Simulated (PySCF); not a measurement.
# C₂H₉BrOSi₃: electronic excitations

What electronic excitations should C₂H₉BrOSi₃ (`O[Si@@H]1[SiH2]C[C@@H](Br)[SiH2]1`) show?

Programs: PySCF 2.14.0, with density-fitted response routines of our own. Each step states its level of theory. These are calculated values for one molecule in the gas phase, unless marked as measured. Atoms count from 0, in the outputs and in this text.

## Step 1: Starting geometry

16 atoms, charge 0, multiplicity 1; geometry from: GFN2-xTB.

Bonds of the start (Å): O0–Si1 1.64, Si1–Si2 2.33, Si2–C3 1.93, C3–C4 1.52, C4–Br5 1.99, C4–Si6 1.93, Si6–Si1 2.33, O0–H7 0.95, Si1–H8 1.46, Si2–H9 1.47, Si2–H10 1.47, C3–H11 1.09, C3–H12 1.09, C4–H13 1.09, Si6–H14 1.46, Si6–H15 1.48.

## Step 2: Ultraviolet spectrum: CAM-B3LYP/def2-SVPD

The job: settings as JSON, then the geometry in Å.

```
{"job": {"kind": "uv", "xc": "CAM-B3LYP", "basis": "def2-SVPD", "nstates": 8, "ntriplets": 3}, "charge": 0, "multiplicity": 1}
O      1.562967     2.518205     0.619413
Si     0.830911     1.452145    -0.382018
Si    -1.411985     1.000637     0.084041
C     -1.254144    -0.880184     0.472088
C     -0.157907    -1.568055    -0.323346
Br    -0.602351    -1.475091    -2.256914
Si     1.578830    -0.741306    -0.157724
H      1.553837     2.447343     1.568450
H      1.148565     2.112334    -1.646486
H     -2.372271     1.174254    -1.008787
H     -2.030945     1.597441     1.280093
H     -2.210701    -1.380374     0.302578
H     -1.018109    -1.025273     1.531192
H     -0.135466    -2.638382    -0.113826
H      2.434410    -1.405647    -1.142802
H      2.076761    -1.179105     1.162638
```

With the program's defaults for keys left out, this is: TDDFT CAM-B3LYP/def2-SVPD, vertical, gas phase, core orbitals frozen in the response.

On the command line:

```console
OMP_NUM_THREADS=1 python probes_run.py task.json out
```

The driver reads the jobs from task.json and runs them one after another.

What will the session give for the following? lowest singlet (CAM-B3LYP/def2-SVPD); brightest single state of those computed; lowest triplet. Wanted: lowest singlet; brightest single state of those computed; lowest triplet.

The runs gave:

```
                                quantity                        value
    lowest singlet (CAM-B3LYP/def2-SVPD)  5.02 eV (247 nm), f = 0.003
brightest single state of those computed  state 3, 5.94 eV, f = 0.094
                          lowest triplet                      4.53 eV
```

The lowest singlet, at 5.02 eV, is HOMO→LUMO 0.86 and is weak; of the 8 states computed, the strongest absorption comes from state 3 at 5.94 eV. The lowest triplet lies 0.49 eV below the lowest singlet (triplets in Tamm-Dancoff, singlets in full TDDFT).
